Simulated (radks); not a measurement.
# The series with 7 electrons, N to Co²⁰⁺

What does a rising nuclear charge do to the levels of a fixed set of electrons? The series is run ion by ion, all in [He] 2s2 2p3.

The numbers are computed with radks (a radial shooting solver on a logarithmic mesh, Libxc functionals) version 1 (non-relativistic Kohn-Sham, PBEsol, spin-polarised, spherical densities, point nucleus; open shells are filled with parallel spins first), except any that are marked as measured or tabulated.

## Step 1: Starting point

```
electrons     : 7
ions          : N, O⁺, F²⁺, Ne³⁺, Mg⁵⁺, Al⁶⁺, Si⁷⁺, P⁸⁺, S⁹⁺, Cl¹⁰⁺, Ar¹¹⁺, K¹²⁺, Ca¹³⁺, Sc¹⁴⁺, Ti¹⁵⁺, V¹⁶⁺, Cr¹⁷⁺, Mn¹⁸⁺, Fe¹⁹⁺, Co²⁰⁺
configuration : [He] 2s2 2p3
```

The outer shells:

[He] 2s2 2p3
```
[He] core
2s [↑↓]
2p [↑ ][↑ ][↑ ]
```

## Step 2: N

Input:

```text
Z 7
configuration [He] 2s2 2p3
relativity non-relativistic
functional pbe_sol,pbe_sol
spin polarised
nucleus point
```

## Step 3: O⁺

Input:

```text
Z 8
configuration [He] 2s2 2p3 3s0 3p0
relativity non-relativistic
functional pbe_sol,pbe_sol
spin polarised
nucleus point
```

## Step 4: F²⁺

Input: that of step 3 with these lines changed.

```diff
@@ -1,2 +1,2 @@
-Z 8
+Z 9
 configuration [He] 2s2 2p3 3s0 3p0
```

## Step 5: Ne³⁺

Input: that of step 4 with these lines changed.

```diff
@@ -1,2 +1,2 @@
-Z 9
+Z 10
 configuration [He] 2s2 2p3 3s0 3p0
```

## Step 6: Mg⁵⁺

Input: that of step 5 with these lines changed.

```diff
@@ -1,2 +1,2 @@
-Z 10
+Z 12
 configuration [He] 2s2 2p3 3s0 3p0
```

## Step 7: Al⁶⁺

Input: that of step 6 with these lines changed.

```diff
@@ -1,2 +1,2 @@
-Z 12
+Z 13
 configuration [He] 2s2 2p3 3s0 3p0
```

## Step 8: Si⁷⁺

Input: that of step 7 with these lines changed.

```diff
@@ -1,2 +1,2 @@
-Z 13
+Z 14
 configuration [He] 2s2 2p3 3s0 3p0
```

## Step 9: P⁸⁺

Input: that of step 8 with these lines changed.

```diff
@@ -1,2 +1,2 @@
-Z 14
+Z 15
 configuration [He] 2s2 2p3 3s0 3p0
```

## Step 10: S⁹⁺

Input: that of step 9 with these lines changed.

```diff
@@ -1,2 +1,2 @@
-Z 15
+Z 16
 configuration [He] 2s2 2p3 3s0 3p0
```

## Step 11: Cl¹⁰⁺

Input: that of step 10 with these lines changed.

```diff
@@ -1,2 +1,2 @@
-Z 16
+Z 17
 configuration [He] 2s2 2p3 3s0 3p0
```

## Step 12: Ar¹¹⁺

Input: that of step 11 with these lines changed.

```diff
@@ -1,2 +1,2 @@
-Z 17
+Z 18
 configuration [He] 2s2 2p3 3s0 3p0
```

## Step 13: K¹²⁺

Input: that of step 12 with these lines changed.

```diff
@@ -1,2 +1,2 @@
-Z 18
+Z 19
 configuration [He] 2s2 2p3 3s0 3p0
```

## Step 14: Ca¹³⁺

Input: that of step 13 with these lines changed.

```diff
@@ -1,2 +1,2 @@
-Z 19
+Z 20
 configuration [He] 2s2 2p3 3s0 3p0
```

## Step 15: Sc¹⁴⁺

Input: that of step 14 with these lines changed.

```diff
@@ -1,2 +1,2 @@
-Z 20
+Z 21
 configuration [He] 2s2 2p3 3s0 3p0
```

## Step 16: Ti¹⁵⁺

Input: that of step 15 with these lines changed.

```diff
@@ -1,2 +1,2 @@
-Z 21
+Z 22
 configuration [He] 2s2 2p3 3s0 3p0
```

## Step 17: V¹⁶⁺

Input: that of step 16 with these lines changed.

```diff
@@ -1,2 +1,2 @@
-Z 22
+Z 23
 configuration [He] 2s2 2p3 3s0 3p0
```

## Step 18: Cr¹⁷⁺

Input: that of step 17 with these lines changed.

```diff
@@ -1,2 +1,2 @@
-Z 23
+Z 24
 configuration [He] 2s2 2p3 3s0 3p0
```

## Step 19: Mn¹⁸⁺

Input: that of step 18 with these lines changed.

```diff
@@ -1,2 +1,2 @@
-Z 24
+Z 25
 configuration [He] 2s2 2p3 3s0 3p0
```

## Step 20: Fe¹⁹⁺

Input: that of step 19 with these lines changed.

```diff
@@ -1,2 +1,2 @@
-Z 25
+Z 26
 configuration [He] 2s2 2p3 3s0 3p0
```

## Step 21: Co²⁰⁺

Input: that of step 20 with these lines changed.

```diff
@@ -1,2 +1,2 @@
-Z 26
+Z 27
 configuration [He] 2s2 2p3 3s0 3p0
```

Before running it: what results should come out? Wanted: for each run, ion; E; ε(1s down); ε(2s up); ε(2s down); ε(2p up); ε(2p down, empty); <r>(2p up).

The runs gave:

| ion | E (hartree) | ε(1s down) (eV) | ε(2s up) (eV) | ε(2s down) (eV) | ε(2p up) (eV) | ε(2p down, empty) (eV) | <r>(2p up) (bohr) |
| --- | --- | --- | --- | --- | --- | --- | --- |
| N | -54.32703 | -380.73 | -19.704 | -15.133 | -8.261 | -4.003 | 1.433 |
| O⁺ | -74.25148 | -528.76 | -41.317 | -35.434 | -26.296 | -20.399 | 1.085 |
| F²⁺ | -97.44000 | -704.48 | -70.081 | -62.931 | -51.464 | -43.986 | 0.8813 |
| Ne³⁺ | -123.88650 | -907.66 | -105.81 | -97.420 | -83.599 | -74.559 | 0.7444 |
| Mg⁵⁺ | -186.54304 | -1396.0 | -197.94 | -187.10 | -168.54 | -156.40 | 0.5700 |
| Al⁶⁺ | -222.75048 | -1681.2 | -254.28 | -242.22 | -221.29 | -207.60 | 0.5107 |
| Si⁷⁺ | -262.20972 | -1993.6 | -317.46 | -304.18 | -280.87 | -265.65 | 0.4627 |
| P⁸⁺ | -304.92034 | -2333.2 | -387.45 | -372.97 | -347.29 | -330.52 | 0.4231 |
| S⁹⁺ | -350.88202 | -2700.1 | -464.27 | -448.59 | -420.52 | -402.21 | 0.3897 |
| Cl¹⁰⁺ | -400.09455 | -3094.2 | -547.90 | -531.02 | -500.58 | -480.73 | 0.3613 |
| Ar¹¹⁺ | -452.55777 | -3515.6 | -638.35 | -620.26 | -587.45 | -566.06 | 0.3368 |
| K¹²⁺ | -508.27154 | -3964.2 | -735.60 | -716.32 | -681.13 | -658.20 | 0.3154 |
| Ca¹³⁺ | -567.23578 | -4440.0 | -839.67 | -819.18 | -781.62 | -757.15 | 0.2966 |
| Sc¹⁴⁺ | -629.45040 | -4943.0 | -950.54 | -928.86 | -888.92 | -862.91 | 0.2799 |
| Ti¹⁵⁺ | -694.91535 | -5473.3 | -1068.2 | -1045.3 | -1003.0 | -975.48 | 0.2650 |
| V¹⁶⁺ | -763.63058 | -6030.8 | -1192.7 | -1168.6 | -1124.0 | -1094.9 | 0.2516 |
| Cr¹⁷⁺ | -835.59606 | -6615.5 | -1324.0 | -1298.7 | -1251.7 | -1221.0 | 0.2395 |
| Mn¹⁸⁺ | -910.81174 | -7227.4 | -1462.1 | -1435.6 | -1386.2 | -1354.0 | 0.2285 |
| Fe¹⁹⁺ | -989.27760 | -7866.5 | -1607.0 | -1579.3 | -1527.5 | -1493.8 | 0.2185 |
| Co²⁰⁺ | -1070.99363 | -8532.9 | -1758.7 | -1729.9 | -1675.7 | -1640.4 | 0.2093 |

What this shows: From N to Co²⁰⁺ the 2p up level deepens by a factor 203 and shrinks by a factor 6.85. The order of these tabulated levels, which need not hold every outer shell, does not change along the series. The configuration is held, so it need not be the ground state of every ion.
